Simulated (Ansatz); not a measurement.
# Si4O4+ (doublet): geometry and frequencies at several levels, part 2 of 2

The task, for Si4O4+ (doublet): geometry and frequencies at several levels. Charge +1. Spin multiplicity 2.

Ansatz 0.2.0, Gaussian bases. The steps go on from the part before.

## Step 7: Relaxation, LDA/def2-SVP

Input file input.yaml:

```yaml
crystal:
  periodic: [false, false, false]
  atoms:
    - { symbol: O, position_ang: [1.85399301, 0.92566761, 0.12963884] }
    - { symbol: Si, position_ang: [2.33602703, -0.47651286, -0.77886836] }
    - { symbol: O, position_ang: [0.87884123, -1.3965796, -0.55528725] }
    - { symbol: Si, position_ang: [-0.47357373, -1.20217029, 0.37429767] }
    - { symbol: O, position_ang: [-1.99965481, -1.16799871, -0.38942908] }
    - { symbol: Si, position_ang: [-2.42356927, 0.46695378, -0.20276658] }
    - { symbol: O, position_ang: [-0.70462704, 0.60745872, 0.56432528] }
    - { symbol: Si, position_ang: [0.64954359, 1.90502136, 0.72972947] }
magnetization:
  spin_polarized: true
  initial_magnetization: 1
total_charge: 1
basis:
  gaussian: { orbitals: def2-SVP }
hamiltonian:
  xc: lda
relax:
  f_tol: 0.002
  max_steps: 150
```

The run is started by

```
ansatz run input.yaml --threads 4 --pin off --max-ram 10240MiB --backend cpu --events-out ev --progress --plain --runs-dir out
```

Standard output (excerpt; [...] marks lines left out):

```text
Warning: RAYON_NUM_THREADS=4 ignored (pool sized by the plan → 4); use --threads N
[...]
Functional definition: SPW92
[...]
1356 factors; their error is unknown
[...]
mean field -39497.85514070 eV, -1451.5194038131 hartree, gradient 2.5e-5 eV, S^2 0.751423; 1 other end points of the search recorded, 0 dependent functions left out
[...]
reference -39497.85517711 eV, -1451.5194051508 hartree; 44, 43 occupied and 84, 85 virtual orbitals, 1356 factors
relax step   1: F+E_penalty+E_count = -39497.85514070 eV  Δ(F+E_penalty+E_count) = +0.000e0 eV  max|allowed force component| = 5.109e-1 eV/Å  Δτ_max = 0.0000 Å  (51 SCF iters, accepted)
[...]
relax step   7: F+E_penalty+E_count = -39497.90177522 eV  Δ(F+E_penalty+E_count) = -3.028e-6 eV  max|allowed force component| = 7.740e-3 eV/Å  Δτ_max = 0.0018 Å  (28 SCF iters, accepted)
[...]
reference -39497.90181757 eV, -1451.5211191562 hartree; 44, 43 occupied and 84, 85 virtual orbitals, 1356 factors
Total energy: -39497.90181757 eV, -1451.5211191562 hartree
Atom 0 at     1.822402     0.895236     0.145443 Å, force    -0.000039    -0.000042    -0.000039 eV/Å
Atom 1 at     2.314210    -0.471996    -0.770424 Å, force    -0.000207     0.000014     0.000059 eV/Å
Atom 2 at     0.867309    -1.373950    -0.565640 Å, force    -0.000061     0.000219     0.000227 eV/Å
Atom 3 at    -0.460287    -1.184477     0.373619 Å, force     0.000332    -0.000264    -0.000210 eV/Å
Atom 4 at    -1.974624    -1.156905    -0.370946 Å, force    -0.000026     0.000130     0.000026 eV/Å
Atom 5 at    -2.393287     0.462579    -0.200015 Å, force     0.000026    -0.000057    -0.000054 eV/Å
Atom 6 at    -0.693033     0.604850     0.542416 Å, force    -0.000284     0.000026     0.000063 eV/Å
Atom 7 at     0.634290     1.886502     0.717189 Å, force     0.000259    -0.000024    -0.000073 eV/Å
Dipole moment:    -0.212085     0.372927     0.188380 e Å
```

Wall time 16 s (4 threads of Arm Neoverse V1, shared host); peak memory 0.22 GiB.

The steps of the relaxation:

| step | energy from step 1 (eV) | largest force component (eV/Å) |
| --- | --- | --- |
| 1 | 0.0000 | 0.5109 |
| 2 | -0.0319 | 0.2956 |
| 3 | -0.0465 | 0.0195 |
| 4 | -0.0466 | 0.0096 |
| 5 | -0.0466 | 0.0057 |
| 6 | -0.0466 | 0.0093 |
| 7 | -0.0466 | 0.0077 |
| 8 | -0.0466 | 0.0003 |

Step 1 is the start.

Before: Bond lengths: O1–Si2 1.739 Å, Si2–O3 1.738 Å, O3–Si4 1.653 Å, Si4–O5 1.707 Å, O5–Si6 1.699 Å, Si4–O7 1.834 Å, Si6–O7 1.888 Å, O1–Si8 1.664 Å, O7–Si8 1.883 Å. Angles: O1–Si2–O3 97.3°, Si2–O1–Si8 149.7°, Si2–O3–Si4 134.1°, O3–Si4–O5 118.8°, O3–Si4–O7 106.1°, O5–Si4–O7 85.1°, Si4–O5–Si6 101.1°, O5–Si6–O7 83.6°, Si4–O7–Si6 90.0°, Si4–O7–Si8 126.8°, Si6–O7–Si8 137.9°, O1–Si8–O7 94.8°.

After: Bond lengths: O1–Si2 1.718 Å, Si2–O3 1.717 Å, O3–Si4 1.637 Å, Si4–O5 1.688 Å, O5–Si6 1.681 Å, Si4–O7 1.812 Å, Si6–O7 1.861 Å, O1–Si8 1.650 Å, O7–Si8 1.853 Å. Angles: O1–Si2–O3 96.5°, Si2–O1–Si8 150.4°, Si2–O3–Si4 133.7°, O3–Si4–O5 118.4°, O3–Si4–O7 105.8°, O5–Si4–O7 84.8°, Si4–O5–Si6 101.2°, O5–Si6–O7 83.5°, Si4–O7–Si6 90.3°, Si4–O7–Si8 126.8°, Si6–O7–Si8 138.2°, O1–Si8–O7 93.9°.

## Step 8: Frequencies, LDA/def2-SVP

Input file input.yaml:

```yaml
crystal:
  periodic: [false, false, false]
  atoms:
    - { symbol: O, position_ang: [1.8224015, 0.89523618, 0.14544281] }
    - { symbol: Si, position_ang: [2.31421048, -0.47199556, -0.77042442] }
    - { symbol: O, position_ang: [0.86730942, -1.37394974, -0.56564005] }
    - { symbol: Si, position_ang: [-0.46028707, -1.1844766, 0.37361857] }
    - { symbol: O, position_ang: [-1.97462429, -1.15690517, -0.37094625] }
    - { symbol: Si, position_ang: [-2.39328732, 0.46257894, -0.20001494] }
    - { symbol: O, position_ang: [-0.69303278, 0.60484979, 0.54241557] }
    - { symbol: Si, position_ang: [0.63429007, 1.88650216, 0.7171887] }
magnetization:
  spin_polarized: true
  initial_magnetization: 1
total_charge: 1
basis:
  gaussian: { orbitals: def2-SVP }
hamiltonian:
  xc: lda
phonons: {}
```

The run is started by

```
ansatz run input.yaml --threads 4 --pin off --max-ram 10240MiB --backend cpu --events-out ev --progress --plain --runs-dir out
```

Standard output (excerpt; [...] marks lines left out):

```text
Warning: RAYON_NUM_THREADS=4 ignored (pool sized by the plan → 4); use --threads N
[...]
[... 1 set-up line as earlier in the session ...]
[...]
1356 factors; their error is unknown
[...]
mean field -39497.90178387 eV, -1451.5211179177 hartree, gradient 3.1e-5 eV, S^2 0.751438; 1 other end points of the search recorded, 0 dependent functions left out
[...]
reference -39497.90182018 eV, -1451.5211192523 hartree; 44, 43 occupied and 84, 85 virtual orbitals, 1356 factors
[...]
1356 factors; their error is unknown
[...]
mean field -39497.90172649 eV, -1451.5211158090 hartree, gradient 2.7e-6 eV, S^2 0.751439; 0 other end points of the search recorded, 0 dependent functions left out
[...]
reference -39497.90176280 eV, -1451.5211171437 hartree; 44, 43 occupied and 84, 85 virtual orbitals, 1356 factors
[...]
1356 factors; their error is unknown
[...]
Total energy: -39497.90182018 eV, -1451.5211192523 hartree
Atom 0 at     1.822402     0.895236     0.145443 Å, force    -0.000022    -0.000073    -0.000043 eV/Å
Atom 1 at     2.314210    -0.471996    -0.770424 Å, force    -0.000181     0.000019     0.000052 eV/Å
Atom 2 at     0.867309    -1.373950    -0.565640 Å, force    -0.000084     0.000233     0.000224 eV/Å
Atom 3 at    -0.460287    -1.184477     0.373619 Å, force     0.000328    -0.000266    -0.000206 eV/Å
Atom 4 at    -1.974624    -1.156905    -0.370946 Å, force    -0.000020     0.000137     0.000036 eV/Å
Atom 5 at    -2.393287     0.462579    -0.200015 Å, force     0.000026    -0.000070    -0.000065 eV/Å
Atom 6 at    -0.693033     0.604850     0.542416 Å, force    -0.000292     0.000025     0.000068 eV/Å
Atom 7 at     0.634290     1.886502     0.717189 Å, force     0.000244    -0.000004    -0.000067 eV/Å
Dipole moment:    -0.212084     0.372925     0.188381 e Å
Vibrations: 73.07 95.08 153.26 177.67 201.43 233.62 296.27 378.82 394.75 497.97 517.22 567.00 628.94 663.25 804.78 823.67 917.66 996.41 cm⁻¹, zero-point energy 0.522028 eV
```

Wall time 56 s (4 threads of Arm Neoverse V1, shared host); peak memory 0.21 GiB.

Harmonic frequencies (cm⁻¹; negative: imaginary): 73, 95, 153, 178, 201, 234, 296, 379, 395, 498, 517, 567, 629, 663, 805, 824, 918, 996.

## Step 9: Relaxation, PBE-D4/def2-SVP

Input file input.yaml:

```yaml
crystal:
  periodic: [false, false, false]
  atoms:
    - { symbol: O, position_ang: [1.85399301, 0.92566761, 0.12963884] }
    - { symbol: Si, position_ang: [2.33602703, -0.47651286, -0.77886836] }
    - { symbol: O, position_ang: [0.87884123, -1.3965796, -0.55528725] }
    - { symbol: Si, position_ang: [-0.47357373, -1.20217029, 0.37429767] }
    - { symbol: O, position_ang: [-1.99965481, -1.16799871, -0.38942908] }
    - { symbol: Si, position_ang: [-2.42356927, 0.46695378, -0.20276658] }
    - { symbol: O, position_ang: [-0.70462704, 0.60745872, 0.56432528] }
    - { symbol: Si, position_ang: [0.64954359, 1.90502136, 0.72972947] }
magnetization:
  spin_polarized: true
  initial_magnetization: 1
total_charge: 1
basis:
  gaussian: { orbitals: def2-SVP }
hamiltonian:
  xc: pbe
  dispersion: d4
relax:
  f_tol: 0.002
  max_steps: 150
```

The run is started by

```
ansatz run input.yaml --threads 4 --pin off --max-ram 10240MiB --backend cpu --events-out ev --progress --plain --runs-dir out
```

Standard output (excerpt; [...] marks lines left out):

```text
Warning: RAYON_NUM_THREADS=4 ignored (pool sized by the plan → 4); use --threads N
[...]
[... 1 set-up line as earlier in the session ...]
[...]
1356 factors; their error is unknown
[...]
mean field -39656.09273141 eV, -1457.3345280143 hartree, gradient 5.3e-5 eV, S^2 0.752595; 1 other end points of the search recorded, 0 dependent functions left out
[...]
reference -39656.09277068 eV, -1457.3345294572 hartree; 44, 43 occupied and 84, 85 virtual orbitals, 1356 factors
relax step   1: F+E_penalty+E_count = -39656.55441066 eV  Δ(F+E_penalty+E_count) = +0.000e0 eV  max|allowed force component| = 1.297e-2 eV/Å  Δτ_max = 0.0000 Å  (55 SCF iters, accepted)
[...]
relax step   4: F+E_penalty+E_count = -39656.55442671 eV  Δ(F+E_penalty+E_count) = -1.856e-7 eV  max|allowed force component| = 2.632e-3 eV/Å  Δτ_max = 0.0004 Å  (29 SCF iters, accepted)
[...]
reference -39656.09283644 eV, -1457.3345318740 hartree; 44, 43 occupied and 84, 85 virtual orbitals, 1356 factors
Total energy: -39656.55446647 eV, -1457.3514964646 hartree
Atom 0 at     1.854922     0.925272     0.130408 Å, force    -0.000198     0.000371     0.000424 eV/Å
Atom 1 at     2.336348    -0.476130    -0.778555 Å, force    -0.000035    -0.000597    -0.000290 eV/Å
Atom 2 at     0.878570    -1.396300    -0.555836 Å, force     0.000066     0.000092    -0.000083 eV/Å
Atom 3 at    -0.473502    -1.201801     0.374251 Å, force     0.000075    -0.000116    -0.000124 eV/Å
Atom 4 at    -2.000130    -1.168362    -0.389028 Å, force     0.000010    -0.000370    -0.000054 eV/Å
Atom 5 at    -2.424760     0.466486    -0.202643 Å, force     0.000129    -0.000050     0.000113 eV/Å
Atom 6 at    -0.704805     0.607328     0.563561 Å, force    -0.000252     0.000581    -0.000024 eV/Å
Atom 7 at     0.650338     1.905347     0.729483 Å, force     0.000206     0.000090     0.000037 eV/Å
Dipole moment:    -0.210707     0.373320     0.190395 e Å
```

It took 20 s on 4 threads of Arm Neoverse V1, shared host; peak memory 0.24 GiB.

Relaxation path:

```
step  energy from step 1 (eV)  largest force component (eV/Å)
   1                   0.0000                          0.0130
   2                   0.0000                          0.0083
   3                   0.0000                          0.0030
   4                   0.0000                          0.0026
   5                   0.0000                          0.0006
```

Step 1 is the start.

Before: Bond lengths: O1–Si2 1.739 Å, Si2–O3 1.738 Å, O3–Si4 1.653 Å, Si4–O5 1.707 Å, O5–Si6 1.699 Å, Si4–O7 1.834 Å, Si6–O7 1.888 Å, O1–Si8 1.664 Å, O7–Si8 1.883 Å. Angles: O1–Si2–O3 97.3°, Si2–O1–Si8 149.7°, Si2–O3–Si4 134.1°, O3–Si4–O5 118.8°, O3–Si4–O7 106.1°, O5–Si4–O7 85.1°, Si4–O5–Si6 101.1°, O5–Si6–O7 83.6°, Si4–O7–Si6 90.0°, Si4–O7–Si8 126.8°, Si6–O7–Si8 137.9°, O1–Si8–O7 94.8°.

After: Bond lengths: O1–Si2 1.738 Å, Si2–O3 1.738 Å, O3–Si4 1.653 Å, Si4–O5 1.707 Å, O5–Si6 1.699 Å, Si4–O7 1.834 Å, Si6–O7 1.888 Å, O1–Si8 1.664 Å, O7–Si8 1.884 Å. Angles: O1–Si2–O3 97.3°, Si2–O1–Si8 149.7°, Si2–O3–Si4 134.1°, O3–Si4–O5 118.8°, O3–Si4–O7 106.1°, O5–Si4–O7 85.1°, Si4–O5–Si6 101.1°, O5–Si6–O7 83.6°, Si4–O7–Si6 90.0°, Si4–O7–Si8 126.7°, Si6–O7–Si8 137.9°, O1–Si8–O7 94.8°.

## Step 10: Frequencies, PBE-D4/def2-SVP

Input file input.yaml:

```yaml
crystal:
  periodic: [false, false, false]
  atoms:
    - { symbol: O, position_ang: [1.85492152, 0.92527226, 0.13040769] }
    - { symbol: Si, position_ang: [2.33634846, -0.47612988, -0.77855513] }
    - { symbol: O, position_ang: [0.87856983, -1.3963003, -0.55583612] }
    - { symbol: Si, position_ang: [-0.47350164, -1.20180102, 0.37425097] }
    - { symbol: O, position_ang: [-2.00013026, -1.1683616, -0.38902812] }
    - { symbol: Si, position_ang: [-2.42476036, 0.46648575, -0.20264266] }
    - { symbol: O, position_ang: [-0.70480549, 0.60732774, 0.56356056] }
    - { symbol: Si, position_ang: [0.65033793, 1.90534705, 0.7294828] }
magnetization:
  spin_polarized: true
  initial_magnetization: 1
total_charge: 1
basis:
  gaussian: { orbitals: def2-SVP }
hamiltonian:
  xc: pbe
  dispersion: d4
phonons: {}
```

The run is started by

```
ansatz run input.yaml --threads 4 --pin off --max-ram 10240MiB --backend cpu --events-out ev --progress --plain --runs-dir out
```

Standard output (excerpt; [...] marks lines left out):

```text
Warning: RAYON_NUM_THREADS=4 ignored (pool sized by the plan → 4); use --threads N
[...]
[... 1 set-up line as earlier in the session ...]
[...]
1356 factors; their error is unknown
[...]
mean field -39656.09279707 eV, -1457.3345304272 hartree, gradient 5.3e-5 eV, S^2 0.752594; 1 other end points of the search recorded, 0 dependent functions left out
[...]
reference -39656.09283634 eV, -1457.3345318704 hartree; 44, 43 occupied and 84, 85 virtual orbitals, 1356 factors
[...]
1356 factors; their error is unknown
[...]
mean field -39656.09278610 eV, -1457.3345300242 hartree, gradient 1.7e-6 eV, S^2 0.752596; 0 other end points of the search recorded, 0 dependent functions left out
[...]
reference -39656.09282537 eV, -1457.3345314674 hartree; 44, 43 occupied and 84, 85 virtual orbitals, 1356 factors
[...]
1356 factors; their error is unknown
[...]
Total energy: -39656.55446637 eV, -1457.3514964610 hartree
Atom 0 at     1.854922     0.925272     0.130408 Å, force    -0.000200     0.000373     0.000426 eV/Å
Atom 1 at     2.336348    -0.476130    -0.778555 Å, force    -0.000036    -0.000599    -0.000290 eV/Å
Atom 2 at     0.878570    -1.396300    -0.555836 Å, force     0.000066     0.000093    -0.000082 eV/Å
Atom 3 at    -0.473502    -1.201801     0.374251 Å, force     0.000077    -0.000118    -0.000127 eV/Å
Atom 4 at    -2.000130    -1.168362    -0.389028 Å, force     0.000010    -0.000370    -0.000053 eV/Å
Atom 5 at    -2.424760     0.466486    -0.202643 Å, force     0.000128    -0.000049     0.000113 eV/Å
Atom 6 at    -0.704805     0.607328     0.563561 Å, force    -0.000252     0.000578    -0.000023 eV/Å
Atom 7 at     0.650338     1.905347     0.729483 Å, force     0.000208     0.000093     0.000036 eV/Å
Dipole moment:    -0.210707     0.373318     0.190396 e Å
Vibrations: 72.97 97.69 152.93 173.91 200.38 228.87 285.65 364.46 380.77 478.55 498.71 545.87 600.79 631.82 776.74 793.43 881.65 966.77 cm⁻¹, zero-point energy 0.504117 eV
```

Run time: 95 s. Hardware: 4 threads of Arm Neoverse V1, shared host; peak memory 0.23 GiB.

Harmonic frequencies (cm⁻¹; negative: imaginary): 73, 98, 153, 174, 200, 229, 286, 364, 381, 479, 499, 546, 601, 632, 777, 793, 882, 967.

## Step 11: Geometries side by side

```
          level  O1–Si2 (Å)  O1–Si8 (Å)  Si2–O3 (Å)  rotational constants (MHz)  highest frequency (cm⁻¹)  CPU time
      HF/STO-3G      1.6559      1.5906      1.6616         2032, 1096.4, 770.5                      1254      71 s
      HF/6-31G*      1.6938      1.6184      1.6933      1983.7, 1038.2, 730.66                      1119   5.2 min
   LDA/def2-SVP      1.7176      1.6496      1.7173      1898.3, 1024.7, 717.15                       996      60 s
PBE-D4/def2-SVP      1.7384      1.6645      1.7382        1852, 997.98, 698.96                       967      76 s
```

Constants are for the commonest isotopes at the equilibrium geometry; times are CPU times of the relaxations.

## Step 12: Outcome

This closing draws on all 2 parts.

```
                      quantity           value
     O1–Si2 at PBE-D4/def2-SVP         1.738 Å
     O1–Si8 at PBE-D4/def2-SVP         1.664 Å
     Si2–O3 at PBE-D4/def2-SVP         1.738 Å
frequencies at PBE-D4/def2-SVP  73 to 967 cm⁻¹
```

The O–Si distance spreads over 0.082 Å, from HF/STO-3G (shortest) to PBE-D4/def2-SVP. No mode is imaginary, so the geometry is a minimum.
